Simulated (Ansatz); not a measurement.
**C2H3BClF: one species, many methods**

Aim: compute C2H3BClF with functionals from several rungs and with coupled cluster. The yardstick is the atomisation energy at the CCSD(T) limit.

Method: functionals in def2-TZVPP, the program's frozen cores in correlated methods; program: Ansatz 0.2.0, Gaussian basis.

The runs, in order: LDA (SPW92), PBE-D4, revPBE-D4, BLYP-D4, r2SCAN-D4, B97M-V, PBE0-D4, B3LYP-D4, r2SCANh-D4, r2SCAN0-D4, HSE06-D4, BHLYP-D4, CAM-B3LYP-D4, LC-ωPBE, ωB97X-V, ωB97M-V, B2PLYP, PBE-QIDH; CCSD(T)/def2-SVP; CCSD(T)/def2-TZVPP; MP2/def2-QZVPP; extrapolation to the limit; RPA on PBE.

## (1) Structure used throughout

An earlier PBE0-D4 in a triple-zeta def2 set relaxation fixed the geometry.

SMILES `B/C=C(\F)Cl`, 8 atoms, charge 0, spin multiplicity 1.

Atoms are counted from 1 here; the program's logs count them from 0.

Bond lengths: B1–C2 1.525 Å, B1–H6 1.193 Å, B1–H7 1.195 Å, C2–C3 1.337 Å, C2–H8 1.084 Å, C3–F4 1.312 Å, C3–Cl5 1.706 Å. Angles: C2–B1–H6 120.7°, C2–B1–H7 119.4°, H6–B1–H7 119.8°, B1–C2–C3 122.4°, B1–C2–H8 122.8°, C3–C2–H8 114.9°, C2–C3–F4 123.9°, C2–C3–Cl5 125.2°, F4–C3–Cl5 110.9°.

## (2) LDA

This LDA is Slater exchange with PW92 correlation.

Input file in.yaml:

```yaml
crystal:
  periodic: [false, false, false]
  atoms:
    - {symbol: B, position_ang: [0.082690, -0.697896, 1.178952]}
    - {symbol: C, position_ang: [0.447149, 0.273844, 0.062011]}
    - {symbol: C, position_ang: [-0.298300, 0.410199, -1.039921]}
    - {symbol: F, position_ang: [-1.399178, -0.266514, -1.266656]}
    - {symbol: Cl, position_ang: [0.041494, 1.472234, -2.330715]}
    - {symbol: H, position_ang: [-0.895667, -1.376794, 1.101221]}
    - {symbol: H, position_ang: [0.786817, -0.777586, 2.141058]}
    - {symbol: H, position_ang: [1.327093, 0.905511, 0.098253]}
basis:
  gaussian: {orbitals: def2-TZVPP}
hamiltonian: {xc: lda}
output: {orbitals: {seedname: orbitals}}
```

On the command line:

```bash
$ ansatz run in.yaml --threads 2 --pin off --events-out ev --progress --plain --max-ram 4352MiB
```

Further steps of the session: PBE-D4 (GGA); revPBE-D4 (GGA); BLYP-D4 (GGA); r2SCAN-D4 (meta-GGA); B97M-V (meta-GGA); PBE0-D4 (hybrid); B3LYP-D4 (hybrid); r2SCANh-D4 (hybrid); r2SCAN0-D4 (hybrid); HSE06-D4 (hybrid); BHLYP-D4 (hybrid); CAM-B3LYP-D4 (range-separated); LC-ωPBE (range-separated); ωB97X-V (range-separated); ωB97M-V (range-separated); B2PLYP (double hybrid); PBE-QIDH (double hybrid); CCSD(T) in def2-SVP; CCSD(T) in def2-TZVPP; MP2 in def2-QZVPP; RPA on PBE orbitals.

Q: Predict the results of all the runs planned. Wanted: atomisation energy, CCSD(T)/CBS; farthest beyond LDA; mean size of error, GGA; mean size of error, meta-GGA; mean size of error, hybrid; mean size of error, range-separated; mean size of error, double hybrid; gap, smallest and largest; T1 diagnostic.

**Answer**, as computed:

| quantity | value |
| --- | --- |
| atomisation energy, CCSD(T)/CBS | 726.9 kcal/mol |
| functionals within 3.6 kcal/mol (0.5 %) | r2SCAN0-D4, B2PLYP |
| farthest beyond LDA | PBE-D4 (+34.3 kcal/mol) |
| mean size of error, GGA | 18.4 kcal/mol |
| mean size of error, meta-GGA | 12.8 kcal/mol |
| mean size of error, hybrid | 11.2 kcal/mol |
| mean size of error, range-separated | 7.1 kcal/mol |
| mean size of error, double hybrid | 3.3 kcal/mol |
| gap, smallest and largest | 3.81 eV (LDA (SPW92)), 10.68 eV (LC-ωPBE) |
| T1 diagnostic | 0.0123 |
| triples share of the correlation energy | 4.1 % |

The LDA atomisation energy is off by 131.5 kcal/mol (18 %): it overbinds. PBE-D4 is off by +34.3 kcal/mol. Double hybrids carry the basis error of their MP2 part in triple zeta, and no dispersion term here, so their miss is partly the set-up's. By mean error the best rung here is double hybrid (3.3 kcal/mol) and the worst beyond LDA is GGA (18.4 kcal/mol). The reference freezes the cores and leaves out relativity and excitations past (T), so misses under about 3.6 kcal/mol can't be ranked. Hartree-Fock recovers 73 % of the binding; the rest is correlation. CCSD(T) in def2-SVP is off by -32.0 kcal/mol, so the small basis spoils what the method gains. The gap grows from 3.8 to 10.7 eV across the functionals, mostly with the share of exact exchange.
